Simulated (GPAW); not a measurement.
Ta3N:

```
CELL_PARAMETERS angstrom
3.03222 0.00000 0.00000
-1.51611 2.62598 0.00000
0.00000 0.00000 7.52414
ATOMIC_POSITIONS crystal
Ta 0.66667 0.33333 0.82607
Ta 0.33333 0.66667 0.17393
Ta 0.00000 0.00000 0.50000
N 0.00000 0.00000 0.00000
```

The cell comes from a database or a generator and needn't be the stable form of this composition.

Base run:

* Program: GPAW 26.7.0
* Functional: PBEsol
* Potentials or basis: PAW data sets generated in the run's folder for this functional
* Cutoff: 800 eV
* Basis: pw
* k mesh: 10 × 10 × 4
* Occupations: gaussian, width 0.05 eV
* Spin: no spin polarisation

Its results: band gap on the k mesh none (metal or under the smearing width); pressure -8.0 GPa; largest force 0.356 eV/Å.

Task: The run is repeated on the same cell with these changes: functional from PBEsol to PBE; potentials or basis from PAW data sets generated in the run's folder for this functional to GPAW PAW data sets (gpaw-data 1.2.1). What comes out?

Result: Band gap on the k mesh none (metal or under the smearing width); pressure -0.6 GPa; largest force 0.082 eV/Å.
